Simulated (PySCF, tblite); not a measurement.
# C4H13NSi2: dynamics, then NMR shifts on frames, part 2 of 2

tblite 0.8.0 and PySCF 2.14.0. Atoms count from 0.

## 6. Shielding tensors: 800 fs, PBE0/pcSseg-1

What the job is given:

```
{"job": {"kind": "nmr", "xc": "PBE0", "basis": "pcSseg-1", "pop": false}, "charge": 0, "multiplicity": 1}
C      0.396400    -2.025100    -0.234700
C      0.876300    -0.820200     0.067100
C      1.281100     0.135400    -0.964800
Si     0.679100    -0.128600     1.842800
C      0.336300    -1.465500     3.211100
N     -0.746900     0.957600     1.575300
Si    -2.144100     0.724600     0.656900
H      0.249500    -2.293200    -1.257300
H      0.116500    -2.637600     0.615200
H      1.128800    -0.186700    -2.015000
H      2.375600     0.419400    -0.979300
H      0.861600     1.121800    -0.876000
H      1.833800     0.651300     2.200100
H      0.411700    -1.116700     4.235900
H     -0.642100    -1.994400     3.076600
H      1.155200    -2.198200     3.148200
H     -0.878900     1.575900     2.390300
H     -3.201200     1.147200     1.556700
H     -2.155800     1.755100    -0.383600
H     -2.256400    -0.642100     0.379600
```

Level: GIAO PBE0/pcSseg-1 NMR shielding, non-relativistic, gas phase.

The program printed:

```text
coarse grid: 16720 points
cycle   1  E = -793.3126129843  dE =  4.029e-01  |g| = 5.954e-01  |ddm| = 3.923e+00
cycle   2  E = -793.2572151861  dE =  5.540e-02  |g| = 7.723e-01  |ddm| = 1.250e+00
cycle   3  E = -793.3952768380  dE = -1.381e-01  |g| = 9.818e-02  |ddm| = 8.086e-01
cycle   4  E = -793.3972374553  dE = -1.961e-03  |g| = 3.318e-02  |ddm| = 1.143e-01
cycle   5  E = -793.3975006007  dE = -2.631e-04  |g| = 8.584e-03  |ddm| = 3.595e-02
cycle   6  E = -793.3975157448  dE = -1.514e-05  |g| = 4.291e-03  |ddm| = 1.147e-02
cycle   7  E = -793.3975203305  dE = -4.586e-06  |g| = 4.042e-04  |ddm| = 3.585e-03
final grid: 149512 points
cycle   8  E = -793.4350730976  dE = -3.042e-05  |g| = 7.980e-03  |ddm| = 2.595e-02
cycle   9  E = -793.4350655850  dE =  7.513e-06  |g| = 9.821e-03  |ddm| = 1.587e-02
cycle  10  E = -793.4350888992  dE = -2.331e-05  |g| = 1.125e-03  |ddm| = 8.850e-03
cycle  11  E = -793.4350891672  dE = -2.681e-07  |g| = 3.034e-04  |ddm| = 1.171e-03
cycle  12  E = -793.4350891887  dE = -2.149e-08  |g| = 7.967e-05  |ddm| = 3.298e-04
cycle  13  E = -793.4350891900  dE = -1.246e-09  |g| = 3.891e-05  |ddm| = 1.017e-04
cycle  14  E = -793.4350891903  dE = -3.613e-10  |g| = 6.171e-06  |ddm| = 3.841e-05
converged SCF energy = -793.4350891903

GIAO shielding tensors (ppm)
atom      isotropic    diamagn.    paramagn.     s11        s22        s33       span
  0 C       48.333     256.309    -207.976    -76.793     72.019    149.774    226.567
  1 C       29.876     266.446    -236.570    -89.527      3.505    175.650    265.177
  2 C      163.692     248.420     -84.728    145.483    153.489    192.105     46.622
  3 Si     359.282     881.780    -522.498    314.365    371.187    392.294     77.930
  4 C      184.604     253.376     -68.772    172.791    187.485    193.537     20.745
  5 N      259.895     323.338     -63.443    234.228    246.425    299.033     64.805
  6 Si     415.286     881.036    -465.750    363.200    403.513    479.147    115.947
  7 H       25.239      32.977      -7.739     20.825     25.716     29.174      8.350
  8 H       25.717      33.565      -7.848     22.567     23.644     30.940      8.373
  9 H       29.425      31.435      -2.009     25.812     27.466     34.999      9.187
 10 H       28.761      28.907      -0.146     24.759     26.215     35.309     10.549
 11 H       29.617      33.476      -3.859     25.192     29.685     33.973      8.781
 12 H       26.787      30.917      -4.130     23.403     25.238     31.719      8.317
 13 H       31.064      28.005       3.058     27.149     28.079     37.964     10.815
 14 H       30.458      30.635      -0.177     26.497     28.731     36.147      9.650
 15 H       31.338      29.535       1.802     26.731     29.005     38.278     11.546
 16 H       31.723      30.459       1.265     22.392     29.255     43.522     21.130
 17 H       27.198      29.784      -2.585     23.313     25.590     32.692      9.380
 18 H       26.835      30.311      -3.476     22.867     24.749     32.889     10.022
 19 H       27.530      32.454      -4.924     23.865     27.646     31.079      7.214
```

It took 85 s on 1 thread of Intel Xeon at 2.50GHz, shared host; peak memory 0.96 GiB.

This run: δ C1 157.0, C0 138.6, C2 23.2, C4 2.3, H7 6.48, H8 6.00 ppm.

## 7. Shielding tensors: 1000 fs, PBE0/pcSseg-1

What the job is given:

```
{"job": {"kind": "nmr", "xc": "PBE0", "basis": "pcSseg-1", "pop": false}, "charge": 0, "multiplicity": 1}
C      0.781100    -2.882300     0.525900
C      1.005500    -1.536000     0.538800
C      1.817900    -0.952100    -0.649000
Si     0.569500    -0.427700     1.929500
C     -0.186000    -1.320000     3.420800
N     -0.696700     0.633400     1.330800
Si    -2.386200     0.464900     1.044600
H      1.403700    -3.448700    -0.210000
H      0.319200    -3.364600     1.400400
H      2.233800    -1.637400    -1.362300
H      2.763300    -0.365200    -0.147000
H      1.109900    -0.278900    -1.244000
H      1.713600     0.503800     2.075100
H     -0.588600    -0.554400     4.069000
H     -1.044500    -1.881100     2.997200
H      0.550400    -1.982900     3.862800
H     -0.368000     1.400900     0.869300
H     -3.012600     1.454700     2.045800
H     -2.754800     0.848900    -0.346400
H     -2.663600    -0.945400     1.434400
```

Level: GIAO PBE0/pcSseg-1 NMR shielding, non-relativistic, gas phase.

The program printed:

```text
coarse grid: 16720 points
cycle   1  E = -793.3014239678  dE =  2.838e-01  |g| = 6.054e-01  |ddm| = 3.876e+00
cycle   2  E = -793.2379006949  dE =  6.352e-02  |g| = 8.000e-01  |ddm| = 1.220e+00
cycle   3  E = -793.3851732681  dE = -1.473e-01  |g| = 9.886e-02  |ddm| = 7.903e-01
cycle   4  E = -793.3871936752  dE = -2.020e-03  |g| = 3.490e-02  |ddm| = 1.146e-01
cycle   5  E = -793.3874692795  dE = -2.756e-04  |g| = 1.334e-02  |ddm| = 3.691e-02
cycle   6  E = -793.3875121670  dE = -4.289e-05  |g| = 3.716e-03  |ddm| = 1.317e-02
cycle   7  E = -793.3875155655  dE = -3.398e-06  |g| = 3.562e-04  |ddm| = 3.405e-03
final grid: 149512 points
cycle   8  E = -793.4270558210  dE = -3.044e-05  |g| = 7.611e-03  |ddm| = 2.564e-02
cycle   9  E = -793.4270505321  dE =  5.289e-06  |g| = 8.978e-03  |ddm| = 1.390e-02
cycle  10  E = -793.4270702859  dE = -1.975e-05  |g| = 8.313e-04  |ddm| = 7.654e-03
cycle  11  E = -793.4270704199  dE = -1.340e-07  |g| = 3.181e-04  |ddm| = 9.346e-04
cycle  12  E = -793.4270704430  dE = -2.314e-08  |g| = 8.150e-05  |ddm| = 3.166e-04
cycle  13  E = -793.4270704444  dE = -1.354e-09  |g| = 4.015e-05  |ddm| = 1.035e-04
cycle  14  E = -793.4270704447  dE = -3.986e-10  |g| = 4.877e-06  |ddm| = 3.517e-05
converged SCF energy = -793.4270704447

GIAO shielding tensors (ppm)
atom      isotropic    diamagn.    paramagn.     s11        s22        s33       span
  0 C       43.813     252.493    -208.680    -79.713     70.797    140.355    220.068
  1 C       14.355     263.542    -249.187   -124.127     -1.369    168.562    292.689
  2 C      144.521     250.126    -105.605    125.555    137.215    170.792     45.237
  3 Si     364.426     885.170    -520.744    340.313    346.950    406.015     65.701
  4 C      190.163     259.466     -69.303    179.732    192.505    198.252     18.520
  5 N      264.227     330.590     -66.362    240.668    258.474    293.540     52.873
  6 Si     406.371     880.931    -474.560    359.461    403.700    455.951     96.489
  7 H       24.633      30.119      -5.486     21.219     23.366     29.312      8.093
  8 H       25.264      31.562      -6.298     21.886     23.699     30.206      8.320
  9 H       29.611      32.668      -3.057     26.984     28.087     33.761      6.776
 10 H       26.876      28.873      -1.997     22.934     26.238     31.455      8.521
 11 H       27.819      32.797      -4.978     23.519     27.923     32.015      8.496
 12 H       26.711      31.913      -5.202     24.247     24.588     31.298      7.051
 13 H       31.238      30.055       1.184     26.719     28.924     38.072     11.353
 14 H       30.085      33.169      -3.084     26.489     28.744     35.022      8.533
 15 H       31.306      29.189       2.117     26.673     28.241     39.005     12.332
 16 H       34.193      40.277      -6.084     24.378     31.453     46.747     22.369
 17 H       25.825      27.967      -2.143     21.700     23.997     31.777     10.077
 18 H       26.549      30.337      -3.788     22.711     24.971     31.965      9.255
 19 H       26.563      31.322      -4.758     22.990     26.688     30.012      7.022
```

It took 82 s on 1 thread of Intel Xeon at 2.50GHz, shared host; peak memory 1 GiB.

This run: δ C1 172.6, C0 143.1, C2 42.4, C4 -3.2, H7 7.08, H8 6.45 ppm.

## 8. Run by run: NMR shifts

Shifts (ppm) of some atoms, chosen among heavy atoms and hydrogens apart, with basis size and wall time:

```
  frame     C1    C2    C4   H10    H16    Si3    Si6  functions   time
 250 fs  152.4  30.6  -0.7  2.65  -0.75  -20.9  -54.8        198   84 s
 425 fs  158.5  36.5  -4.2  3.14   1.09  -24.5  -57.2        198   99 s
 625 fs  157.1  31.4   1.1  1.45  -0.45  -17.3  -59.1        198  100 s
 800 fs  157.0  23.2   2.3  2.96  -0.01  -10.1  -66.1        198   85 s
1000 fs  172.6  42.4  -3.2  4.84  -2.48  -15.3  -57.2        198   82 s
```

## 9. Outcome

This closing draws on all 2 parts.

| quantity | value |
| --- | --- |
| thermostat | 400 K |
| mean temperature, second half | 422 K |
| mean potential energy above the minimum | 0.90 eV |
| 13C shifts against TMS (PBE0/pcSseg-1, 250 fs) | 152.4, 144.2, 30.6, -0.7 ppm |
| 1H shifts against TMS (PBE0/pcSseg-1, 250 fs) | 7.05, 5.57, 5.28, 5.17, 5.11, 4.93, 2.65, 2.52, 2.03, 1.01, 0.43, -0.12, -0.75 ppm |
| 29Si shifts against TMS (PBE0/pcSseg-1, 250 fs) | -20.9, -54.8 ppm |
| 15N shifts against NH3 (PBE0/pcSseg-1, 250 fs) | 8.4 ppm |
| range of the shift of C1 | 152.4 to 172.6 ppm |

In words: In the second half the potential energy averages 0.90 eV above the minimum; equipartition over 54 harmonic modes at 400 K would give 0.93 eV. With 20 atoms the temperature swings widely (205 to 570 K). Shifts at one fixed geometry are not the observed spectrum, which averages over the motion. In the first frame run (250 fs): The widest tensor belongs to C1: span 272 ppm, with a paramagnetic part of -229 ppm. Across the 5 runs the shift of C1 moves most, between 152.4 (250 fs) and 172.6 ppm (1000 fs).
